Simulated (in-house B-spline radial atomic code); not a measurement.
# Ru³²⁺: excited configurations in jj coupling

Wanted: excitation energies of Ru³²⁺ as differences of total energies (ΔSCF).

Method: Dirac-Hartree-Fock, average of configuration, Fermi nucleus, basis-set limit. Code: in-house B-spline radial atomic code version 1.

**1. The atom as given**

```
element       : ruthenium (Z = 44)
charge        : +32
electrons     : 12
configuration : 1s2 2s2 2p6 3s2
Hamiltonian   : Dirac-Coulomb
nucleus       : Fermi, rms radius 4.481 fm
```

Settings, as recorded:

```ini
Z = 44
electrons = 12.0
configuration = 1s2 2s2 2p6 3s2
hamiltonian = dirac
method = hf
spin_polarised = False
nucleus = fermi
rms_radius = 4.4809
mass_number = 102
atomic_mass = 101.904340312
speed_of_light = 137.035999084
```

The reference is known from an earlier run: -3727.845437 hartree in all. Up to eight levels, counted from the top:

```
orbital  occupation  energy (eV)  <r> (bohr)
  1s1/2           2     -24035.1     0.03340
  2s1/2           2     -4960.08      0.1422
  2p1/2           2     -4717.11      0.1212
  2p3/2           4     -4580.72      0.1257
  3s1/2           2     -1943.92      0.3486
```

**2. Run with 1s2 2s1 2p6 3s2 7f+1**

In configurations, a minus sign after the shell means j = l − 1/2 and a plus sign j = l + 1/2; the count of electrons follows.

The settings differ from step 1 so:

```diff
@@ -2,3 +2,3 @@
 electrons = 12.0
-configuration = 1s2 2s2 2p6 3s2
+configuration = 1s2 2s1 2p6 3s2 7f+1
 hamiltonian = dirac
```

From the run's result record (rounded, not every field):

```text
status: converged
iterations: 8
energy [hartree]: {"total": -3556.89375269, "kinetic": 3721.85620366, "nuclear": -7656.65823007, "coulomb": 444.907730812, "exact_exchange": -66.9994570863}
breit [hartree]: {"gaunt": 2.556369, "retardation": -0.2284223, "frequency_dependence": -0.01948416}
qed [hartree]: {"self_energy": 2.031293, "uehling": -0.2415866, "wichmann_kroll": 0.003964399}
recoil [hartree]: 0.01480505
total_with_corrections [hartree]: -3552.77681446
orbitals [hartree, bohr; first row names the columns]:
  - ["name", "occ", "eps", "<r>"]
  - ["1s1/2", 2.0, -890.54203, 0.0334]
  - ["2s1/2", 1.0, -187.73059, 0.14192]
  - ["2p1/2", 2.0, -178.58987, 0.12023]
  - ["2p3/2", 4.0, -173.48319, 0.12464]
  - ["3s1/2", 2.0, -73.924589, 0.34336]
  - ["7f7/2", 1.0, -11.209126, 2.0251]
sum_r [bohr^k]: {"-1": 174.0165, "1": 3.659559, "2": 5.039311}
energy_minus_base [hartree]: 170.951684
energy_minus_base_with_corrections [hartree]: 170.708865
```

It took 0.64 s on 1 thread, shared host.

energy_minus_base is the energy less that of the reference run.

**3. 1s2 2s2 2p6 3s1 4f+1**

The settings differ from step 2 so:

```diff
@@ -2,3 +2,3 @@
 electrons = 12.0
-configuration = 1s2 2s1 2p6 3s2 7f+1
+configuration = 1s2 2s2 2p6 3s1 4f+1
 hamiltonian = dirac
```

Result record:

```text
status: converged
iterations: 7
energy [hartree]: {"total": -3690.71591205, "kinetic": 3864.52212691, "nuclear": -7976.08765425, "coulomb": 495.510218334, "exact_exchange": -74.6606030429}
breit [hartree]: {"gaunt": 2.672562, "retardation": -0.2336912, "frequency_dependence": -0.0187726}
qed [hartree]: {"self_energy": 2.111326, "uehling": -0.2506968, "wichmann_kroll": 0.004112799}
recoil [hartree]: 0.01561909
total_with_corrections [hartree]: -3686.41545253
orbitals [hartree, bohr; first row names the columns]:
  - ["name", "occ", "eps", "<r>"]
  - ["1s1/2", 2.0, -884.84349, 0.033398]
  - ["2s1/2", 2.0, -183.31298, 0.14224]
  - ["2p1/2", 2.0, -174.54211, 0.12107]
  - ["2p3/2", 4.0, -169.51579, 0.12552]
  - ["3s1/2", 1.0, -72.104002, 0.34696]
  - ["4f7/2", 1.0, -34.301977, 0.53793]
sum_r [bohr^k]: {"-1": 181.2763, "1": 1.980368, "2": 0.6216961}
energy_minus_base [hartree]: 37.1295247
energy_minus_base_with_corrections [hartree]: 37.0702272
```

It took 0.47 s on 1 thread, shared host.

**4. 1s2 2s2 2p-2 2p+3 3s2 6g+1**

The settings differ from step 3 so:

```diff
@@ -2,3 +2,3 @@
 electrons = 12.0
-configuration = 1s2 2s2 2p6 3s1 4f+1
+configuration = 1s2 2s2 2p-2 2p+3 3s2 6g+1
 hamiltonian = dirac
```

Result record:

```text
status: converged
iterations: 7
energy [hartree]: {"total": -3574.82827461, "kinetic": 3751.78900305, "nuclear": -7700.91453196, "coulomb": 442.079453601, "exact_exchange": -67.7821992935}
breit [hartree]: {"gaunt": 2.515851, "retardation": -0.2085723, "frequency_dependence": -0.01411001}
qed [hartree]: {"self_energy": 2.137887, "uehling": -0.2544775, "wichmann_kroll": 0.004173882}
recoil [hartree]: 0.01558295
total_with_corrections [hartree]: -3570.63193954
orbitals [hartree, bohr; first row names the columns]:
  - ["name", "occ", "eps", "<r>"]
  - ["1s1/2", 2.0, -891.25848, 0.033373]
  - ["2s1/2", 2.0, -187.18203, 0.1412]
  - ["2p1/2", 2.0, -179.1838, 0.12002]
  - ["2p3/2", 3.0, -174.16781, 0.12438]
  - ["3s1/2", 2.0, -73.807846, 0.34327]
  - ["6g9/2", 1.0, -15.163282, 1.3277]
sum_r [bohr^k]: {"-1": 175.0224, "1": 2.976602, "2": 2.393731}
energy_minus_base [hartree]: 153.017162
energy_minus_base_with_corrections [hartree]: 152.85374
```

It took 0.48 s on 1 thread, shared host.

**5. Run with 1s2 2s2 2p-1 2p+4 3s2 5f+1**

The settings differ from step 4 so:

```diff
@@ -2,3 +2,3 @@
 electrons = 12.0
-configuration = 1s2 2s2 2p-2 2p+3 3s2 6g+1
+configuration = 1s2 2s2 2p-1 2p+4 3s2 5f+1
 hamiltonian = dirac
```

Result record:

```text
status: converged
iterations: 7
energy [hartree]: {"total": -3576.69587504, "kinetic": 3743.03178238, "nuclear": -7696.92190897, "coulomb": 444.743827608, "exact_exchange": -67.5495760575}
breit [hartree]: {"gaunt": 2.439498, "retardation": -0.2087763, "frequency_dependence": -0.01851887}
qed [hartree]: {"self_energy": 2.147758, "uehling": -0.2542294, "wichmann_kroll": 0.004169451}
recoil [hartree]: 0.01566549
total_with_corrections [hartree]: -3572.57030869
orbitals [hartree, bohr; first row names the columns]:
  - ["name", "occ", "eps", "<r>"]
  - ["1s1/2", 2.0, -891.23766, 0.033369]
  - ["2s1/2", 2.0, -186.86574, 0.14117]
  - ["2p1/2", 1.0, -179.24918, 0.11989]
  - ["2p3/2", 4.0, -173.76079, 0.12435]
  - ["3s1/2", 2.0, -73.486426, 0.34345]
  - ["5f7/2", 1.0, -22.029644, 0.94019]
sum_r [bohr^k]: {"-1": 174.9317, "1": 2.593475, "2": 1.41404}
energy_minus_base [hartree]: 151.149562
energy_minus_base_with_corrections [hartree]: 150.915371
```

It took 0.32 s on 1 thread, shared host.

Radial density 4πr²n(r) and radial functions P(r) = rR(r):

```
r (bohr)      4πr²n   2p3/2    5f7/2
 0.00249      4.914  0.0144   0.0000
 0.00364      9.115  0.0298   0.0000
 0.00531      16.08  0.0605   0.0000
 0.00775      26.55  0.1211   0.0000
  0.0113      39.67  0.2360   0.0000
  0.0165      51.58  0.4454   0.0001
  0.0241      55.24  0.7999   0.0005
  0.0352      47.68  1.3361   0.0021
  0.0514      40.38  2.0111   0.0081
  0.0750      48.58  2.6082   0.0290
   0.109      55.98  2.7398   0.0926
   0.160      34.58  2.1175   0.2621
   0.233      12.68  1.0647   0.5798
   0.340      9.115  0.2847   0.8770
   0.497      2.825  0.0303   0.5226
   0.725     0.5925  0.0009  -0.6928
    1.06      1.428  0.0000  -1.1947
    1.54     0.1935  0.0000  -0.4398
    2.25  0.0009669  0.0000  -0.0311
    3.29  5.262e-08  0.0000  -0.0002
```

On the record's full grid the radial density has clear maxima near r = 0.024, 0.11, 1.1 bohr.

**6. Configuration 1s2 2s2 2p6 3s1 6s1**

The settings differ from step 5 so:

```diff
@@ -2,3 +2,3 @@
 electrons = 12.0
-configuration = 1s2 2s2 2p-1 2p+4 3s2 5f+1
+configuration = 1s2 2s2 2p6 3s1 6s1
 hamiltonian = dirac
```

Result record:

```text
status: converged
iterations: 11
energy [hartree]: {"total": -3672.79790428, "kinetic": 3847.02225944, "nuclear": -7927.64225297, "coulomb": 482.489468532, "exact_exchange": -74.6673792761}
breit [hartree]: {"gaunt": 2.676437, "retardation": -0.2340844, "frequency_dependence": -0.01875561}
qed [hartree]: {"self_energy": 2.114513, "uehling": -0.2510485, "wichmann_kroll": 0.004118518}
recoil [hartree]: 0.01552007
total_with_corrections [hartree]: -3668.49120465
orbitals [hartree, bohr; first row names the columns]:
  - ["name", "occ", "eps", "<r>"]
  - ["1s1/2", 2.0, -886.0022, 0.033399]
  - ["2s1/2", 2.0, -184.52253, 0.14223]
  - ["2p1/2", 2.0, -175.74074, 0.12108]
  - ["2p3/2", 4.0, -170.7135, 0.12552]
  - ["3s1/2", 1.0, -72.969014, 0.34768]
  - ["6s1/2", 1.0, -16.621875, 1.51]
sum_r [bohr^k]: {"-1": 180.1753, "1": 2.953219, "2": 2.851519}
energy_minus_base [hartree]: 55.0475325
energy_minus_base_with_corrections [hartree]: 54.9944751
```

It took 0.38 s on 1 thread, shared host.

**7. The excitation energies**

| net move | configuration | energy above the reference (eV) | with Breit, QED, recoil (eV) | largest <r> (bohr) |
| --- | --- | --- | --- | --- |
| 3s → 4f7/2 | 1s2 2s2 2p6 3s1 4f+1 | 1010.35 | 1008.73 | 0.538 |
| 3s → 6s | 1s2 2s2 2p6 3s1 6s1 | 1497.92 | 1496.48 | 1.51 |
| 2p1/2 → 5f7/2 | 1s2 2s2 2p-1 2p+4 3s2 5f+1 | 4112.99 | 4106.62 | 0.940 |
| 2p3/2 → 6g9/2 | 1s2 2s2 2p-2 2p+3 3s2 6g+1 | 4163.81 | 4159.36 | 1.33 |
| 2s → 7f7/2 | 1s2 2s1 2p6 3s2 7f+1 | 4651.83 | 4645.22 | 2.03 |

**Reading.** At the bottom stands 3s → 4f7/2 (1010.35 eV), at the top 2s → 7f7/2 (4651.83 eV). 3 of them lie more than 2 % above the ionisation threshold that Koopmans' theorem gives (1943.92 eV), where such states can decay by emitting an electron. Two partly filled shells share a symmetry and can mix in the average, which may lower the energy, for: 3s → 6s. These are averages over configurations, without correlation, not spectroscopic levels.
